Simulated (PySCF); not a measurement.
# [ReO3(H2O)2]+: forces at shaken geometries

How stiff is [ReO3(H2O)2]+? Its atoms are displaced at random by several amounts. The species was built from a template and needn't be a known compound.

Computed with PySCF 2.14.0. Level: PBE0, Re def2-SVP with ECP60, O def2-SVP, H def2-SVP; scalar-relativistic core potentials, no spin–orbit coupling.

3 further runs of the same task are left out: 2 for a known fault of the program, 1 that didn't finish. Runs told in other sessions of the task aren't counted.

## Step 1: Starting geometry

10 atoms, charge 1, spin multiplicity 1.

Bond lengths: Re1–O2 1.683 Å, Re1–O3 1.683 Å, Re1–O4 1.683 Å, Re1–O5 2.130 Å, O5–H6 0.972 Å, O5–H7 0.974 Å, O8–H9 0.973 Å, O8–H10 0.973 Å. Angles: O2–Re1–O3 108.4°, O2–Re1–O4 106.2°, O2–Re1–O5 121.5°, O3–Re1–O4 106.1°, O3–Re1–O5 122.4°, O4–Re1–O5 86.7°, Re1–O5–H6 124.7°, Re1–O5–H7 123.6°, H6–O5–H7 111.7°, H9–O8–H10 105.8°.

As a file:

```xyz
10
H4O5Re
Re    0.03156    0.16012    0.08800
O     0.46287   -0.15812    1.68336
O     1.37555   -0.10648   -0.88869
O    -0.28536    1.81085    0.00632
O    -1.96065   -0.13158   -0.60601
H    -2.36259   -0.99856   -0.78421
H    -2.57523    0.59797   -0.80109
O    -0.39607   -2.10038   -0.12788
H    -0.35214   -2.61280    0.69751
H     0.18090   -2.56430   -0.75869
```

Formal oxidation states: Re +7. An earlier session relaxed this geometry at PBE0, Re def2-SVP with ECP60, O def2-SVP, H def2-SVP (singlet, point group C1).

Its energy there is -455.940417 Eh.

## Step 2: Atoms moved at random, σ = 0.15 Å

run.py (the lines that set the calculation)

```python
mol = gto.M(atom='''
Re     0.29680     0.13169     0.15959
O      0.57569    -0.07730     1.72978
O      1.34294    -0.11765    -0.85863
O     -0.26456     1.57471     0.05431
O     -2.08932    -0.30828    -0.38848
H     -2.21043    -1.05113    -0.78521
H     -2.53542     0.79582    -0.73355
O     -0.45369    -1.91083    -0.38744
H     -0.54347    -2.42484     0.61288
H      0.00030    -2.71546    -0.89463''',
    basis={'Re': 'def2-SVP', 'O': 'def2-SVP', 'H': 'def2-SVP'},
    ecp={'Re': 'def2-SVP'},
    charge=1, spin=0)
mf = dft.RKS(mol, xc='PBE0')
mf.grids.atom_grid = (50, 194)
mf = mf.density_fit()  # fitting sets: Re def2-universal-JKFIT, O def2-universal-JKFIT, H def2-universal-JKFIT
mf.conv_tol = 1e-08; mf.max_cycle = 55
mf.kernel(dm0)  # dm0: the density of the relaxed state
```

Command:

```console
$ OMP_NUM_THREADS=2 python run.py
```

## Step 3: Atoms moved at random, σ = 0.1 Å

run.py (the lines that set the calculation)

```python
mol = gto.M(atom='''
Re     0.04802     0.25900     0.00737
O      0.36407    -0.02835     1.67035
O      1.28686    -0.23021    -0.89480
O     -0.15604     1.81268     0.05603
O     -1.96455    -0.34296    -0.61416
H     -2.20383    -0.79137    -0.93704
H     -2.52575     0.61354    -0.65764
O     -0.40079    -2.16615    -0.09825
H     -0.49164    -2.63006     0.76387
H      0.16248    -2.59938    -0.78711''',
    basis={'Re': 'def2-SVP', 'O': 'def2-SVP', 'H': 'def2-SVP'},
    ecp={'Re': 'def2-SVP'},
    charge=1, spin=0)
mf = dft.RKS(mol, xc='PBE0')
mf.grids.atom_grid = (50, 194)
mf = mf.density_fit()  # fitting sets: Re def2-universal-JKFIT, O def2-universal-JKFIT, H def2-universal-JKFIT
mf.conv_tol = 1e-08; mf.max_cycle = 55
mf.kernel(dm0)  # dm0: the density of the relaxed state
```

## Step 4: Atoms moved at random, σ = 0.03 Å

run.py (the lines that set the calculation)

```python
mol = gto.M(atom='''
Re     0.01859     0.16377     0.04912
O      0.48260    -0.19954     1.63457
O      1.36153    -0.07726    -0.90693
O     -0.23786     1.89491     0.05483
O     -1.97269    -0.14867    -0.60506
H     -2.39368    -1.00616    -0.79744
H     -2.60120     0.54420    -0.75910
O     -0.39104    -2.08122    -0.18434
H     -0.34143    -2.60693     0.72502
H      0.19401    -2.58637    -0.70206''',
    basis={'Re': 'def2-SVP', 'O': 'def2-SVP', 'H': 'def2-SVP'},
    ecp={'Re': 'def2-SVP'},
    charge=1, spin=0)
mf = dft.RKS(mol, xc='PBE0')
mf.grids.atom_grid = (50, 194)
mf = mf.density_fit()  # fitting sets: Re def2-universal-JKFIT, O def2-universal-JKFIT, H def2-universal-JKFIT
mf.conv_tol = 1e-08; mf.max_cycle = 55
mf.kernel(dm0)  # dm0: the density of the relaxed state
```

**Question.** What will these runs give? Wanted: for each run, σ; energy rise; harmonic estimate −½ F·u; largest force component.

The runs gave:

| σ (Å) | energy rise (eV) | harmonic estimate −½ F·u (eV) | largest force component (eV/Å) |
| --- | --- | --- | --- |
| 0.15 | 6.517 | 6.068 | 18.99 |
| 0.1 | 11.341 | 14.133 | 67.24 |
| 0.03 | 0.382 | 0.363 | 4.18 |

Every displacement raises the energy. For a harmonic well the rise equals −½ F·u; the two differ by at most 25 % here (a move with σ = 0.1 Å), from anharmonicity, the grid and the small forces left at the relaxed point. The largest moves cost over 1 eV, far outside the harmonic range, so agreement there can come from errors that cancel between squeezed and stretched bonds. The bases are small and lack diffuse functions. Spin–orbit coupling is left out.
